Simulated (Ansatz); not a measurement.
# Ho2As: a trial structure relaxed

Aim: relax a trial structure of Ho2As and see where it ends.

Computed with Ansatz 0.2.0 (DFT PBE, scalar-relativistic, plane waves, PAW; 4f electrons in the core of a trivalent norm-conserving potential, unless a step's input says otherwise).

2 further runs of the same task are left out: 1 that didn't finish, 1 set aside as unsound or not needed.

### 1 Starting point

It takes space group Fm-3m (No. 225, cubic). Conventional cell: a = 7.212 Å, b = 7.212 Å, c = 7.212 Å, α = 90.00°, β = 90.00°, γ = 90.00°. Around Ho (site symmetry -43m) lie 4 As at 3.12 Å. As (site symmetry m-3m) is surrounded by 8 Ho at 3.12 Å.

Structure file:

```cif
data_structure
_symmetry_space_group_name_H-M 'P 1'
_symmetry_Int_Tables_number 1
_cell_length_a 5.0995
_cell_length_b 5.0995
_cell_length_c 5.0995
_cell_angle_alpha 60.000
_cell_angle_beta 60.000
_cell_angle_gamma 60.000
_cell_volume 93.77
loop_
_atom_site_label
_atom_site_type_symbol
_atom_site_fract_x
_atom_site_fract_y
_atom_site_fract_z
_atom_site_occupancy
Ho1 Ho 0.75000 0.75000 0.75000 1
Ho2 Ho 0.25000 0.25000 0.25000 1
As1 As 0.00000 0.00000 0.00000 1
```

A structure generator made this guess: species swapped into a database cell of K2Te (Fm-3m, No. 225), with Ho on the K sites and As on the Te sites. Its size is a rough estimate.

### 2 A first look at the guess

input.yaml

```yaml
crystal:
  lattice:
    - [0.0, 3.6058687, 3.6058687]
    - [3.6058687, 0.0, 3.6058687]
    - [3.6058687, 3.6058687, 0.0]
  atoms:
    - { symbol: Ho, position: [0.75, 0.75, 0.75] }
    - { symbol: Ho, position: [0.25, 0.25, 0.25] }
    - { symbol: As, position: [0.0, 0.0, 0.0] }
basis:
  ecutwfc: 690
kpoints:
  mp_grid: { grid: [4, 4, 4] }
hamiltonian:
  xc: pbe
  pseudopotentials:
    kind: paw
    azcp: { Ho: "pseudopotentials/pbe/nc/lanthanide_3plus/Ho.nc.azcp" }
scf:
  occupations: { method: gaussian, width: 0.1 }
  lower_state_search: "off"
output:
  forces: true
  stress: true
  eigenvalues: true
```

Command:

```sh
$ ansatz run input.yaml --threads 1 --pin off --max-ram 2560MiB --backend cpu --events-out ev --progress --plain --runs-dir out
```

Further runs follow: coarse relaxation; relaxation on the finer mesh.

What does the calculation give? Wanted: conventional cell; volume; energy over the elements; gap on the mesh.

As calculated:

| quantity | value |
| --- | --- |
| symmetry at the end (tolerance 0.05 Å) | space group Fm-3m (No. 225) |
| conventional cell | a = 6.760 Å, b = 6.760 Å, c = 6.760 Å, α = 90.00°, β = 90.00°, γ = 90.00° |
| volume | 25.74 Å³/atom |
| energy over the elements | -0.74 eV/atom |
| gap on the mesh | none (metal) |

The space group Fm-3m (No. 225) is kept, and the volume per atom shrinks by 17.7 % from the first guess. It lies below the elements, which doesn't yet make it stable: competing phases were not computed in this session. No finished test with a distortion of lower symmetry is shown, so the end may be a saddle point. The runs treat Ho without spin-orbit coupling. The lanthanide's 4f electrons sit in the core of its potential, so it is trivalent by construction and shows no f bands or moments.

No U or exact exchange acts on the 4f shell of Ho, so a metallic reading can be the functional's.
